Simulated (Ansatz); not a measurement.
A first try at an all-electron equation of state of AsP, space group R3m, using Ansatz 0.2.0 through its Python package.

The script, `asp_eos_lapw.py`:
```python
"""E(V) of AsP on LAPW."""

import ansatz
from ase.eos import EquationOfState
from ase.units import GPa
import numpy as np

vectors0 = np.array([
    [1.842632, 1.063844, 3.326275],
    [-1.842632, 1.063844, 3.326275],
    [0.0, -2.127688, 3.326275],
])
sites = [
    ("P", (0.772523, 0.772523, 0.772523)),
    ("As", (0.227477, 0.227477, 0.227477)),
]


def make_crystal(cell):
    crystal = ansatz.Crystal(lattice=ansatz.Lattice.of(cell))
    for symbol, position in sites:
        crystal = crystal.atom(symbol, position)
    return crystal


def main() -> None:
    volumes, energies = [], []
    for scale in np.linspace(0.92, 1.08, 5):
        cell = vectors0 * scale ** (1 / 3)
        job = (
            make_crystal(cell).calculation()
            .functional("pbesol")
            .occupations("Fixed")
            .kpoints(6, 6, 6)  # sampling of the Brillouin zone
            .pseudopotentials("all_electron", lapw=True, basis_error=0.001)
        )
        summary = job.run(threads=1).report
        volumes.append(abs(np.linalg.det(cell)) / len(sites))
        energies.append(summary["free_energy_ev"] / len(sites))
        print(f"{scale:.3f} {volumes[-1]:9.4f} A^3/atom {energies[-1]:16.5f} eV/atom  (estimated basis error {1000 * summary['lapw_basis_errors']['total_ev_per_atom']:.2f} meV/atom)")
    v0, e0, bulk = EquationOfState(volumes, energies, eos="birchmurnaghan").fit()
    print(f"V0 = {v0:.4f} A^3/atom, B0 = {bulk / GPa:.1f} GPa")


if __name__ == "__main__":
    main()
```

```console
$ python asp_eos_lapw.py
RunWarning: iter 1: σ=0 fill of 18 bands saw a band overlap (occupied 12.2563 eV > unoccupied 11.7124 eV) — on an unconverged iterate often a transient of an unconverged empty band; one that stands at the close is told there (band_overlap_at_count); if the [...]
RunWarning: the bands overlap at the fill by count (18 filled at each k-point of a channel): the highest filled level, 12.430475 eV at k-index 14, stands 0.6504 eV over the lowest empty one, 11.780093 eV at k-index 3, so that a fill of the lowest levels lies [...]
0.920   17.9963 A^3/atom     -35387.05354 eV/atom  (estimated basis error 0.44 meV/atom)
0.960   18.7788 A^3/atom     -35387.06348 eV/atom  (estimated basis error 0.45 meV/atom)
1.000   19.5612 A^3/atom     -35387.05536 eV/atom  (estimated basis error 0.45 meV/atom)
1.040   20.3437 A^3/atom     -35387.03234 eV/atom  (estimated basis error 0.44 meV/atom)
1.080   21.1261 A^3/atom     -35386.99727 eV/atom  (estimated basis error 0.45 meV/atom)
V0 = 18.7914 A^3/atom, B0 = 88.5 GPa
```
(Warnings from the package without file and line, shortened, repeats left out.)

The script ran to its end, but the result can't be trusted. Why?

The fault: fixed occupations, though the bands overlap at this level of theory. The correction:

```diff
--- before
+++ after
@@ -32,3 +32,3 @@
             .functional("pbesol")
-            .occupations("Fixed")
+            .occupations("fermi_dirac", width=0.05)
             .kpoints(6, 6, 6)  # sampling of the Brillouin zone
```

The mended script runs so:

```console
$ python asp_eos_lapw.py
0.920   17.9963 A^3/atom     -35387.06565 eV/atom  (estimated basis error 0.45 meV/atom)
0.960   18.7788 A^3/atom     -35387.07213 eV/atom  (estimated basis error 0.45 meV/atom)
1.000   19.5612 A^3/atom     -35387.06175 eV/atom  (estimated basis error 0.45 meV/atom)
1.040   20.3437 A^3/atom     -35387.03722 eV/atom  (estimated basis error 0.44 meV/atom)
1.080   21.1261 A^3/atom     -35387.00096 eV/atom  (estimated basis error 0.45 meV/atom)
V0 = 18.6657 A^3/atom, B0 = 84.5 GPa
```

All-electron totals depend on functional, relativistic treatment and basis; only differences at equal settings carry meaning. Shape and fractional positions are held along the curve, so the bulk modulus is an upper value where they are free to relax. The mesh is modest for a metal, so energies can be off by several to tens of meV an atom and pressures by half a GPa or more; differences at equal mesh fare better. This cell is a computed structure, which may not be the phase found in nature. Finished in 35 s on 1 thread of Arm Neoverse V2, with other jobs on the host, peak memory 0.34 GiB.
